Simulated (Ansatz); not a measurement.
**AlCl₂F: up Jacob's ladder to CCSD(T)**

An exercise on one series of results from a longer session: the logs are not shown, and one member is left open.

Computed with Ansatz 0.2.0, Gaussian basis. Level: functionals in def2-TZVPP, the program's frozen cores in correlated methods.

Plan: LDA (SPW92), PBE-D4, revPBE-D4, BLYP-D4, r2SCAN-D4, B97M-V, PBE0-D4, B3LYP-D4, r2SCANh-D4, r2SCAN0-D4, HSE06-D4, BHLYP-D4, CAM-B3LYP-D4, LC-ωPBE, ωB97X-V, ωB97M-V, B2PLYP, PBE-QIDH; CCSD(T)/def2-SVP; CCSD(T)/def2-TZVPP; CCSD(T)/def2-QZVPP; extrapolation to the limit; RPA on PBE.

**The geometry**

An earlier PBE0-D4 in a triple-zeta def2 set relaxation fixed the geometry.

SMILES `[F][Al]([Cl])[Cl]`, 4 atoms, charge 0, spin multiplicity 1.

Atoms are counted from 1 here; the program's logs count them from 0.

Bond lengths: F1–Al2 1.633 Å, Al2–Cl3 2.065 Å, Al2–Cl4 2.065 Å. Angles: F1–Al2–Cl3 119.3°, F1–Al2–Cl4 119.3°, Cl3–Al2–Cl4 121.4°.

The first run:

in.yaml

```yaml
crystal:
  periodic: [false, false, false]
  atoms:
    - {symbol: F, position_ang: [0.100080, 0.371527, 1.678564]}
    - {symbol: Al, position_ang: [0.018711, 0.006616, 0.089238]}
    - {symbol: Cl, position_ang: [1.237101, -1.477289, -0.670192]}
    - {symbol: Cl, position_ang: [-1.300392, 1.038945, -1.118010]}
basis:
  gaussian: {orbitals: def2-TZVPP}
hamiltonian: {xc: lda}
output: {orbitals: {seedname: orbitals}}
```

Command:

```console
$ ansatz run in.yaml --threads 4 --pin off --events-out ev --progress --plain --max-ram 10444MiB
```

Steps of the session up to this table: LDA; PBE-D4 (GGA); revPBE-D4 (GGA); BLYP-D4 (GGA); r2SCAN-D4 (meta-GGA); B97M-V (meta-GGA); B3LYP-D4 (hybrid); r2SCANh-D4 (hybrid); r2SCAN0-D4 (hybrid); HSE06-D4 (hybrid); BHLYP-D4 (hybrid); CAM-B3LYP-D4 (range-separated); LC-ωPBE (range-separated); ωB97X-V (range-separated); ωB97M-V (range-separated); B2PLYP (double hybrid); PBE-QIDH (double hybrid).

One table of the session follows, with a row left open; its other results are not shown here.

It belongs to the step «Orbital energies across the functionals». 

```
  functional  HOMO (eV)  gap (eV)
 LDA (SPW92)      -8.34      5.85
      PBE-D4      -8.18      6.00
   revPBE-D4      -8.12      6.11
     BLYP-D4      -7.99      5.88
   r2SCAN-D4      -8.56      6.86
      B97M-V      -8.62      6.71
     PBE0-D4      -9.63      8.32
    B3LYP-D4      -9.33      7.71
  r2SCANh-D4      -9.09      7.65
  r2SCAN0-D4      -9.88      8.84
    HSE06-D4      -9.23      7.54
    BHLYP-D4     -10.91     10.38
CAM-B3LYP-D4          ?         ?
     LC-ωPBE     -12.47     13.38
     ωB97X-V     -12.06     12.78
     ωB97M-V     -11.89     12.30
```

**Question.** Estimate the row for CAM-B3LYP-D4.

The run gave: HOMO (eV): -11.00; gap (eV): 10.59. In the column «HOMO (eV)» it lies between ωB97M-V (-11.89) and BHLYP-D4 (-10.91).
